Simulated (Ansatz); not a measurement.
**Ca2MgO3: the band gap up the ladder of functionals**

The task here is to estimate one member of a computed series from the others.

Code: Ansatz 0.2.0. PAW datasets, plane waves. These are computed values for a spin-unpolarised cell that may be hypothetical; none is a measurement.

## Starting point

The cell was relaxed beforehand with r2SCAN.

Space group I4/mmm (No. 139), tetragonal; conventional cell a = 3.299 Å, c = 13.762 Å, 12.48 Å³ an atom. Near Mg stand 6 O at 2.16–2.33 Å; near O stand 1 Mg at 2.16 Å and 5 Ca at 2.33–2.49 Å; near Ca stand 6 O at 2.23–2.49 Å; near O stand 2 Ca at 2.23 Å and 4 Mg at 2.33 Å.

Coordinates:

```cif
data_structure
_symmetry_space_group_name_H-M 'I4/mmm'
_symmetry_Int_Tables_number 139
_cell_length_a 3.2986
_cell_length_b 3.2986
_cell_length_c 13.7622
_cell_angle_alpha 90.000
_cell_angle_beta 90.000
_cell_angle_gamma 90.000
_cell_volume 149.75
loop_
_atom_site_label
_atom_site_type_symbol
_atom_site_symmetry_multiplicity
_atom_site_Wyckoff_symbol
_atom_site_fract_x
_atom_site_fract_y
_atom_site_fract_z
_atom_site_occupancy
Mg1 Mg 2 a 0.00000 0.00000 0.00000 1
O1 O 4 e 0.50000 0.50000 0.34325 1
Ca1 Ca 4 e 0.00000 0.00000 0.33762 1
O2 O 2 b 0.50000 0.50000 0.00000 1
```

Set-up of the first run:

The input, input.yaml:

```yaml
crystal:
  lattice:
    - [-1.6493149145, 1.6493149145, 6.881113345]
    - [1.6493149145, -1.6493149145, 6.881113345]
    - [1.6493149145, 1.6493149145, -6.881113345]
  atoms:
    - { symbol: Mg, position: [0.0, 0.0, 0.0] }
    - { symbol: O, position: [0.8432470257, 0.8432470257, 0.0] }
    - { symbol: Ca, position: [0.3376209811, 0.3376209811, 0.0] }
    - { symbol: O, position: [0.1567529743, 0.1567529743, 0.0] }
    - { symbol: Ca, position: [0.6623790189, 0.6623790189, 0.0] }
    - { symbol: O, position: [0.5, 0.5, 0.0] }
kpoints:
  mp_grid: { grid: [10, 10, 10] }
  band_path:
    path:
      - [[0.0, 0.0, 0.0], [2.355849246214e-17, 1.00986040351e-17, 0.5], [0.25, 0.25, 0.25], [3.471657227118e-17, 0.5, 6.229241895276e-19], [0.0, 0.0, 0.0], [0.5, 0.5, -0.5], [0.2643624906194, 0.7356375093806, -0.2643624906194]]
      - [[-0.2643624906194, 0.2643624906194, 0.2643624906194], [0.0, 0.0, 0.0]]
      - [[2.355849246214e-17, 1.00986040351e-17, 0.5], [-0.02872498123877, 0.02872498123877, 0.5]]
      - [[0.5, 0.5, -0.02872498123877], [0.5, 0.5, -0.5]]
    npoints: 10
hamiltonian:
  xc: pbe
scf:
  occupations: { method: fermi_dirac, width: 0.02 }
  n_extra_bands: 5
output:
  forces: true
  stress: true
  eigenvalues: true
```

The run is started by

```sh
$ ansatz run input.yaml --threads 2 --pin off --max-ram 20275MiB --backend cpu --events-out ev --progress --plain --runs-dir out
```

Among the steps run: Band structure with PBE; Single point with r2SCAN; Single point with HSE06; PBE0.

One table of the session follows, with a row left open; its other results are not shown here.

```
 level  gap (eV)
   PBE      3.97
r2SCAN         ?
 HSE06      5.54
  PBE0      6.27
```

Estimate the missing values for r2SCAN.

As computed: gap (eV): 4.68. In the column «gap (eV)» it lies between PBE (3.97) and HSE06 (5.54).

Meshes: PBE 10×10×10, r2SCAN 10×10×10, HSE06 6×6×6, PBE0 6×6×6

In words: The gap runs from 3.97 eV (PBE) to 6.27 eV (PBE0). Against HSE06, PBE is short by 1.57 eV, at 72 % of it, and r2SCAN 84 %. PBE0 lies 0.72 eV above HSE06, which differs from it by screening the long-range exchange. The levels disagree on whether the gap is direct.

To keep in mind: Warnings in the runs' records: stress scf threshold loose, stress exchange threshold loose.
